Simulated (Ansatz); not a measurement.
# TiB: the cost of one run

Method: DFT PBEsol, scalar-relativistic, plane waves, PAW, in Ansatz 0.2.0.

1 further run of the same task is left out (set aside as unsound or not needed).

### 1 The structure to begin with

Symmetry: P6_3mc, No. 186, hexagonal system. The conventional cell has a = 2.971 Å, b = 2.971 Å, c = 4.852 Å, α = 90.00°, β = 90.00°, γ = 120.00°. Ti (site symmetry 3m) has 4 B at 1.82 Å as nearest neighbours. B (site symmetry 3m) has 4 Ti at 1.82 Å as nearest neighbours.

Coordinates:

```xyz
4
Lattice="2.9713 0.0000 0.0000 -1.4856 2.5732 0.0000 0.0000 0.0000 4.8521" Properties=species:S:1:pos:R:3 pbc="T T T"
Ti    0.0000    0.0000    0.0000
B     0.0000    0.0000    1.8195
Ti    0.0000    1.7155    2.4260
B     0.0000    1.7155    4.2455
```

The cell was made up by rule, so the compound may not exist in this form.

(A quick probe on a coarse mesh, which set the mesh and smearing, is not shown.)

### 3 A loose first relaxation

File input.yaml:

```yaml
crystal:
  lattice:
    - [2.971263, 0.0, 0.0]
    - [-1.485631, 2.573189, 0.0]
    - [0.0, 0.0, 4.852052]
  atoms:
    - { symbol: Ti, position: [0.0, 0.0, 0.0] }
    - { symbol: B, position: [0.0, 0.0, 0.375] }
    - { symbol: Ti, position: [0.33333333, 0.66666667, 0.5] }
    - { symbol: B, position: [0.33333333, 0.66666667, 0.875] }
basis:
  ecutwfc: 420
kpoints:
  mp_grid: { grid: [6, 6, 4] }
hamiltonian:
  xc: pbesol
scf:
  occupations: { method: gaussian, width: 0.1 }
output:
  forces: true
  stress: true
  eigenvalues: true
relax:
  adjacent_minimum: "off"
  f_tol: 0.05
  max_steps: 80
  cell: { stress_tol: 0.5 }
```

Command:

```sh
ansatz run input.yaml --threads 1 --pin off --max-ram 2560MiB --backend cpu --events-out ev --progress --plain --runs-dir out
```

Q: Estimate wall time and peak memory on 1 thread of Arm Neoverse V2, shared host.

About 28 s, with a peak of 0.33 GiB.
